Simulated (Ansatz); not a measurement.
# CH₂BN₃: one species, many methods

An exercise on one series of results from a longer session: the logs are not shown, and one member is left open.

The runs use Ansatz 0.2.0, Gaussian basis; functionals in def2-TZVPP, the program's frozen cores in correlated methods.

Levels to be run: LDA (SPW92), PBE-D4, revPBE-D4, BLYP-D4, r2SCAN-D4, B97M-V, PBE0-D4, B3LYP-D4, r2SCANh-D4, r2SCAN0-D4, HSE06-D4, BHLYP-D4, CAM-B3LYP-D4, LC-ωPBE, ωB97X-V, ωB97M-V, B2PLYP, PBE-QIDH; CCSD(T)/def2-SVP; CCSD(T)/def2-TZVPP; MP2/def2-QZVPP; extrapolation to the limit; RPA on PBE.

**The geometry**

An earlier PBE0-D4 in a triple-zeta def2 set relaxation fixed the geometry.

7 atoms, charge 0, spin multiplicity 1.

Atoms are counted from 1 here; the program's logs count them from 0.

Bond lengths: N1–B2 1.374 Å, N1–H6 1.005 Å, N1–H7 1.005 Å, B2–N3 1.449 Å, B2–N5 1.449 Å, N3–C4 1.388 Å, C4–N5 1.388 Å. Angles: B2–N1–H6 122.6°, B2–N1–H7 122.6°, H6–N1–H7 114.8°, N1–B2–N3 143.8°, N1–B2–N5 143.8°, N3–B2–N5 72.3°, B2–N3–C4 88.5°, N3–C4–N5 76.1°, B2–N5–C4 88.5°.

Set-up of the first run:

Contents of in.yaml:

```yaml
crystal:
  periodic: [false, false, false]
  atoms:
    - {symbol: N, position_ang: [-0.727676, 0.975582, -0.050151]}
    - {symbol: B, position_ang: [0.133310, -0.073400, 0.163495]}
    - {symbol: N, position_ang: [0.211492, -1.447559, 0.617081]}
    - {symbol: C, position_ang: [1.006910, -1.728168, -0.484777]}
    - {symbol: N, position_ang: [1.500514, -0.518515, -0.016468]}
    - {symbol: H, position_ang: [-1.700067, 0.936513, 0.198898]}
    - {symbol: H, position_ang: [-0.424482, 1.855556, -0.428078]}
basis:
  gaussian: {orbitals: def2-TZVPP}
hamiltonian: {xc: lda}
output: {orbitals: {seedname: orbitals}}
```

Among the steps run: LDA; PBE-D4 (GGA); revPBE-D4 (GGA); BLYP-D4 (GGA); r2SCAN-D4 (meta-GGA); B97M-V (meta-GGA); PBE0-D4 (hybrid); B3LYP-D4 (hybrid); r2SCANh-D4 (hybrid); r2SCAN0-D4 (hybrid); HSE06-D4 (hybrid); BHLYP-D4 (hybrid); CAM-B3LYP-D4 (range-separated); LC-ωPBE (range-separated); ωB97X-V (range-separated); ωB97M-V (range-separated); B2PLYP (double hybrid); PBE-QIDH (double hybrid).

One table of the session follows, with a row left open; its other results are not shown here.

It belongs to the step «Orbital energies across the functionals». 

| functional | HOMO (eV) | LUMO (eV) | gap (eV) |
| --- | --- | --- | --- |
| LDA (SPW92) | -6.19 | -3.26 | 2.93 |
| PBE-D4 | -6.09 | -2.94 | 3.15 |
| revPBE-D4 | -6.04 | -2.82 | 3.22 |
| BLYP-D4 | -5.99 | -2.83 | 3.16 |
| r2SCAN-D4 | ? | ? | ? |
| B97M-V | -6.52 | -2.41 | 4.11 |
| PBE0-D4 | -7.50 | -1.66 | 5.84 |
| B3LYP-D4 | -7.28 | -1.99 | 5.29 |
| r2SCANh-D4 | -6.92 | -2.19 | 4.74 |
| r2SCAN0-D4 | -7.71 | -1.49 | 6.22 |
| HSE06-D4 | -7.10 | -2.05 | 5.05 |
| BHLYP-D4 | -8.83 | -0.35 | 8.49 |
| CAM-B3LYP-D4 | -8.95 | -0.51 | 8.44 |
| LC-ωPBE | -10.33 | 0.74 | 11.07 |
| ωB97X-V | -9.96 | 0.72 | 10.68 |
| ωB97M-V | -9.85 | 0.63 | 10.49 |

**Question.** Estimate the row for r2SCAN-D4.

Worked estimate for «HOMO (eV)». Against the share of exact exchange, r2SCANh-D4 (0.1, -6.92), r2SCAN0-D4 (0.25, -7.71) give a slope of -5.27 per unit share; at 0 the line stands at -6.39.

As computed: HOMO (eV): -6.40; LUMO (eV): -2.65; gap (eV): 3.75. In «HOMO (eV)» the line misses by +0.01.
